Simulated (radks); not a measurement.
**Nuclear size and the levels of Mo**

Aim: how the total energy, the levels and the density at the nucleus of Mo respond when the nuclear radius is scaled.

Program: radks (a radial shooting solver on a logarithmic mesh, Libxc functionals) version 1. Level of theory: Dirac Kohn-Sham, exchange-only LDA, spin-unpolarised, spherical densities, finite nucleus; open shells are shared between the two j in proportion to 2j + 1. These are calculated values, not measurements, unless marked.

## (1) The system

```
element            : molybdenum (Z = 42)
charge             : 0
electrons          : 42
configuration      : [Kr] 4d5 5s1
nuclear rms radius : 4.4091 fm
```

Outer shells as boxes (Hund's rule):

Mo
```
[Kr] core
4d [↑ ][↑ ][↑ ][↑ ][↑ ]
5s [↑ ]
```

In the logs a row gives level, spin channel, occupation and eigenvalue; Etot, Ekin, Encl (electron-nucleus), Eh (Hartree) and Exc are energies, all in hartree; err is the last residual, it the number of iterations.

## (2) rms radius 4.4091 fm

The run's settings:

```text
Z 42
configuration [Kr] 4d5 5s1 5p0 6s0
relativity Dirac
functional lda,
spin unpolarised
j_filling average
nucleus finite rms 4.4091 fm
c 137.035999084
```

The program printed:

```text
1s1/2   1   2.0000        -726.99694044
2s1/2   1   2.0000        -102.63027425
2p1/2   1   2.0000         -94.47622440
2p3/2   1   4.0000         -90.56737326
3s1/2   1   2.0000         -17.40567140
3p1/2   1   2.0000         -14.30098933
3p3/2   1   4.0000         -13.65701163
3d3/2   1   4.0000          -8.14593129
3d5/2   1   6.0000          -8.02392201
4s1/2   1   2.0000          -2.32367053
4p1/2   1   2.0000          -1.43896320
4p3/2   1   4.0000          -1.34619997
4d3/2   1   2.0000          -0.11060834
4d5/2   1   3.0000          -0.10321441
5s1/2   1   1.0000          -0.12774154
5p1/2   1   0.0000          -0.02245025
5p3/2   1   0.0000          -0.01943577
6s1/2   1   0.0000           0.00004048
Etot -4041.0632609631566
Ekin 4191.794893865557
Encl -9774.12862148436
Eh 1656.7391600214926
Exc -115.46869336584591
err 4.7020382572894864e-09
it 14
```

4d5/2 is the highest filled level (-2.809 eV).

From the orbitals of this run (lengths in bohr):

```csv
level,occupation,energy (eV),<r>,outermost maximum (interpolated),90 % within,nodes
4s1/2,2,-63.230,1.107,0.987,1.62,3
4p1/2,2,-39.156,1.216,1.05,1.81,2
4p3/2,4,-36.632,1.249,1.08,1.86,2
5s1/2,1,-3.476,3.641,2.95,5.53,4
4d3/2,2,-3.010,2.019,1.38,3.39,1
4d5/2,3,-2.809,2.055,1.40,3.46,1
5p1/2,0,-0.611,5.680,4.17,9.14,3
5p3/2,0,-0.529,5.933,4.33,9.57,3
```

Radial density 4πr²ρ:

| r (bohr) | 4πr²ρ (e/bohr) |
| --- | --- |
| 0.00163 | 2.011 |
| 0.00260 | 4.485 |
| 0.00414 | 9.539 |
| 0.00658 | 18.80 |
| 0.0105 | 33.17 |
| 0.0168 | 48.03 |
| 0.0267 | 53.30 |
| 0.0424 | 46.48 |
| 0.0675 | 50.64 |
| 0.108 | 65.52 |
| 0.172 | 47.80 |
| 0.274 | 45.32 |
| 0.435 | 41.79 |
| 0.692 | 13.60 |
| 1.10 | 11.24 |
| 1.76 | 4.885 |
| 2.81 | 1.391 |
| 4.46 | 0.3644 |
| 7.10 | 0.03507 |

## (3) rms radius 3.9329 fm

Changes since step 2:

```diff
@@ -6,3 +6,3 @@
 j_filling average
-nucleus finite rms 4.4091 fm
+nucleus finite rms 3.9329 fm
 c 137.035999084
```

The program printed:

```text
1s1/2   1   2.0000        -727.00163836
2s1/2   1   2.0000        -102.63077676
2p1/2   1   2.0000         -94.47619536
2p3/2   1   4.0000         -90.56733795
3s1/2   1   2.0000         -17.40575884
3p1/2   1   2.0000         -14.30098260
3p3/2   1   4.0000         -13.65700372
3d3/2   1   4.0000          -8.14592492
3d5/2   1   6.0000          -8.02391575
4s1/2   1   2.0000          -2.32368521
4p1/2   1   2.0000          -1.43896199
4p3/2   1   4.0000          -1.34619861
4d3/2   1   2.0000          -0.11060777
4d5/2   1   3.0000          -0.10321385
5s1/2   1   1.0000          -0.12774252
5p1/2   1   0.0000          -0.02245007
5p3/2   1   0.0000          -0.01943559
6s1/2   1   0.0000           0.00004048
Etot -4041.07437138872
Ekin 4191.8396281562145
Encl -9774.18517285621
Eh 1656.7400405350118
Exc -115.46886722373557
err 4.702229109936798e-09
it 14
```

Energy against step 2 (rms radius 4.4091 fm): -0.302 eV. The top filled level is 4d5/2, -2.809 eV.

## (4) rms radius 3.9858 fm

Changes since step 3:

```diff
@@ -6,3 +6,3 @@
 j_filling average
-nucleus finite rms 3.9329 fm
+nucleus finite rms 3.9858 fm
 c 137.035999084
```

The program printed:

```text
1s1/2   1   2.0000        -727.00114020
2s1/2   1   2.0000        -102.63072347
2p1/2   1   2.0000         -94.47619844
2p3/2   1   4.0000         -90.56734169
3s1/2   1   2.0000         -17.40574957
3p1/2   1   2.0000         -14.30098331
3p3/2   1   4.0000         -13.65700456
3d3/2   1   4.0000          -8.14592559
3d5/2   1   6.0000          -8.02391641
4s1/2   1   2.0000          -2.32368366
4p1/2   1   2.0000          -1.43896211
4p3/2   1   4.0000          -1.34619875
4d3/2   1   2.0000          -0.11060783
4d5/2   1   3.0000          -0.10321391
5s1/2   1   1.0000          -0.12774242
5p1/2   1   0.0000          -0.02245009
5p3/2   1   0.0000          -0.01943561
6s1/2   1   0.0000           0.00004048
Etot -4041.073193267178
Ekin 4191.83487172953
Encl -9774.179163375728
Eh 1656.7399471666904
Exc -115.46884878767085
err 4.702074415292685e-09
it 14
```

E − E(step 2, rms radius 4.4091 fm) = -0.270 eV. The top filled level is 4d5/2, -2.809 eV.

## (5) rms radius 4.6736 fm

Changes since step 4:

```diff
@@ -6,3 +6,3 @@
 j_filling average
-nucleus finite rms 3.9858 fm
+nucleus finite rms 4.6736 fm
 c 137.035999084
```

The program printed:

```text
1s1/2   1   2.0000        -726.99412471
2s1/2   1   2.0000        -102.62997308
2p1/2   1   2.0000         -94.47624181
2p3/2   1   4.0000         -90.56739442
3s1/2   1   2.0000         -17.40561899
3p1/2   1   2.0000         -14.30099337
3p3/2   1   4.0000         -13.65701637
3d3/2   1   4.0000          -8.14593510
3d5/2   1   6.0000          -8.02392577
4s1/2   1   2.0000          -2.32366173
4p1/2   1   2.0000          -1.43896393
4p3/2   1   4.0000          -1.34620079
4d3/2   1   2.0000          -0.11060869
4d5/2   1   3.0000          -0.10321474
5s1/2   1   1.0000          -0.12774096
5p1/2   1   0.0000          -0.02245036
5p3/2   1   0.0000          -0.01943588
6s1/2   1   0.0000           0.00004048
Etot -4041.0566018752716
Ekin 4191.768200208467
Encl -9774.094845204549
Eh 1656.7386322899888
Exc -115.46858916917854
err 4.701496103462568e-09
it 14
```

Energy against step 2 (rms radius 4.4091 fm): +0.181 eV. 4d5/2 is the highest filled level (-2.809 eV).

## (6) rms radius 4.9779 fm

Changes since step 5:

```diff
@@ -6,3 +6,3 @@
 j_filling average
-nucleus finite rms 4.6736 fm
+nucleus finite rms 4.9779 fm
 c 137.035999084
```

The program printed:

```text
1s1/2   1   2.0000        -726.99070464
2s1/2   1   2.0000        -102.62960727
2p1/2   1   2.0000         -94.47626295
2p3/2   1   4.0000         -90.56742012
3s1/2   1   2.0000         -17.40555533
3p1/2   1   2.0000         -14.30099827
3p3/2   1   4.0000         -13.65702212
3d3/2   1   4.0000          -8.14593974
3d5/2   1   6.0000          -8.02393033
4s1/2   1   2.0000          -2.32365104
4p1/2   1   2.0000          -1.43896482
4p3/2   1   4.0000          -1.34620179
4d3/2   1   2.0000          -0.11060911
4d5/2   1   3.0000          -0.10321515
5s1/2   1   1.0000          -0.12774024
5p1/2   1   0.0000          -0.02245049
5p3/2   1   0.0000          -0.01943601
6s1/2   1   0.0000           0.00004048
Etot -4041.0485135436547
Ekin 4191.735880401221
Encl -9774.05392262975
Eh 1656.7379912991742
Exc -115.46846261430042
err 4.701510272359194e-09
it 14
```

E − E(step 2, rms radius 4.4091 fm) = +0.401 eV. The top filled level is 4d5/2, -2.809 eV.

## (7) All runs together

| rms radius (fm) | total energy shift (eV) | density at nucleus (e/bohr³) | 1s1/2 shift (meV) | 2s1/2 shift (meV) | 3s1/2 shift (meV) | 3p1/2 shift (meV) | 4s1/2 shift (meV) |
| --- | --- | --- | --- | --- | --- | --- | --- |
| 3.9329 | -0.302 | 9.158e+04 | -128 | -13.7 | -2.38 | 0.183 | -0.400 |
| 3.9858 | -0.270 | 9.145e+04 | -114 | -12.2 | -2.13 | 0.164 | -0.357 |
| 4.4091 | 0 | 9.046e+04 | 0 | 0 | 0 | 0 | 0 |
| 4.6736 | 0.181 | 8.989e+04 | 76.6 | 8.20 | 1.43 | -0.110 | 0.239 |
| 4.9779 | 0.401 | 8.928e+04 | 170 | 18.1 | 3.16 | -0.243 | 0.530 |

**Reading.** Shifts are against the first run. Over the range the 1s1/2 level moves by 0.298 eV and the 4s1/2 level by 0.930 meV. A larger nucleus binds the 1s electrons less and lowers the density at its centre. These are shifts of eigenvalues, not the field shifts of spectral lines.
